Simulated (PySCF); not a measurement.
# How the numerical set-up moves the result for NaSn (quartet)

The method stays; parts of the set-up, such as the basis or the Hamiltonian, are changed.

Program: PySCF 2.14.0. Level of theory: each script names its method and basis. These are calculated values, not measurements.

3 further runs of the same task are left out: 1 for a known fault of the program, 2 that didn't finish.

## (1) The system as given

NaSn (quartet): 2 atoms, charge 0, spin multiplicity 4.

Bond lengths: Na1–Sn2 2.925 Å.

## (2) The base run

File input.py:

```python
from pyscf import gto, scf, mcscf, mrpt

mol = gto.M(
    atom='Na 0 0 0; Sn 0 0 2.925',
    basis='def2-svp',
    ecp={'Sn': 'def2-svp'},
    charge=0,
    spin=3,
    verbose=4,
)
mf = scf.ROHF(mol)
mf.kernel()
mc = mcscf.CASSCF(mf, 4, 3)
mc.kernel()
mc.analyze()
mrpt.NEVPT(mc).kernel()
mf.dip_moment()
print('orbital energies (hartree):', mf.mo_energy[..., max(0, mol.nelec[1]-3):mol.nelec[0]+3].round(4))
```

Started as:

```
$ OMP_NUM_THREADS=1 python input.py
```

Its log is not repeated here.

In short: E(SCF) = -375.156203 Eh, 12 cycles, E(CAS) − E(SCF) = 0.00000 Eh, NEVPT2 = -0.09163 Eh, μ = 8.36 D (of the SCF density).

The bond length is a typed value, not an optimised one. The quartet is typed in the script; nothing here shows that it is the ground state.

## (3) Crenbl

Variant 1 changes basis set: def2-svp → crenbl. The core potential changes with it: totals don't compare.

File input.py:

```python
from pyscf import gto, scf, mcscf, mrpt

mol = gto.M(
    atom='Na 0 0 0; Sn 0 0 2.925',
    basis='crenbl',
    ecp={'Na': 'crenbl', 'Sn': 'crenbl'},
    charge=0,
    spin=3,
    verbose=4,
)
mf = scf.ROHF(mol)
mf.kernel()
mc = mcscf.CASSCF(mf, 4, 3)
mc.kernel()
mc.analyze()
mrpt.NEVPT(mc).kernel()
mf.dip_moment()
print('orbital energies (hartree):', mf.mo_energy[..., max(0, mol.nelec[1]-3):mol.nelec[0]+3].round(4))
```

Started as:

```
$ OMP_NUM_THREADS=1 python input.py
```

## (4) X2c-svpall (core potential off, X2C on)

Variant 2 changes basis set: def2-svp → x2c-svpall; core potential: on → off; spin-free X2C: off → on. The core potential changes with it: totals don't compare.

Changes to input.py since step 2:

```diff
@@ -4,4 +4,3 @@
     atom='Na 0 0 0; Sn 0 0 2.925',
-    basis='def2-svp',
-    ecp={'Sn': 'def2-svp'},
+    basis='x2c-svpall',
     charge=0,
@@ -11,2 +10,3 @@
 mf = scf.ROHF(mol)
+mf = mf.sfx2c1e()
 mf.kernel()
```

## (5) Core potential off

Variant 3 changes core potential: on → off. The core potential changes with it: totals don't compare.

Changes to input.py since step 2:

```diff
@@ -5,3 +5,2 @@
     basis='def2-svp',
-    ecp={'Sn': 'def2-svp'},
     charge=0,
```

## (6) Def2-svpd

Variant 4 changes basis set: def2-svp → def2-svpd.

Changes to input.py since step 2:

```diff
@@ -4,4 +4,4 @@
     atom='Na 0 0 0; Sn 0 0 2.925',
-    basis='def2-svp',
-    ecp={'Sn': 'def2-svp'},
+    basis='def2-svpd',
+    ecp={'Sn': 'def2-svpd'},
     charge=0,
```

**Question.** What will these runs give? Wanted: for each run, E(SCF); from base; SCF dipole; after the SCF.

The runs gave:

```
                                    run  E(SCF) (hartree)  from base (eV)  cycles  SCF dipole (D)  functions                                                                 after the SCF
                                   base       -375.156203               0      12            8.36         41  NEVPT2 correlation -2.493 eV (from the SCF energy, the CASSCF gain included)
                                 crenbl       -115.478014  not comparable      13            9.09         50  NEVPT2 correlation -9.106 eV (from the SCF energy, the CASSCF gain included)
x2c-svpall (core potential off, X2C on)      -6335.240217  not comparable      11            8.21         51  NEVPT2 correlation -2.191 eV (from the SCF energy, the CASSCF gain included)
       core potential off (poor choice)      -1802.054724  not comparable       8            2.52         41  NEVPT2 correlation -1.176 eV (from the SCF energy, the CASSCF gain included)
                              def2-svpd       -375.157048         -0.0230      13            8.17         50  NEVPT2 correlation -2.625 eV (from the SCF energy, the CASSCF gain included)
```

**Reading.** def2-svpd (50 functions) gives an energy 0.02 eV lower than def2-svp (41). Rows marked «poor choice» come from settings spoiled on purpose.
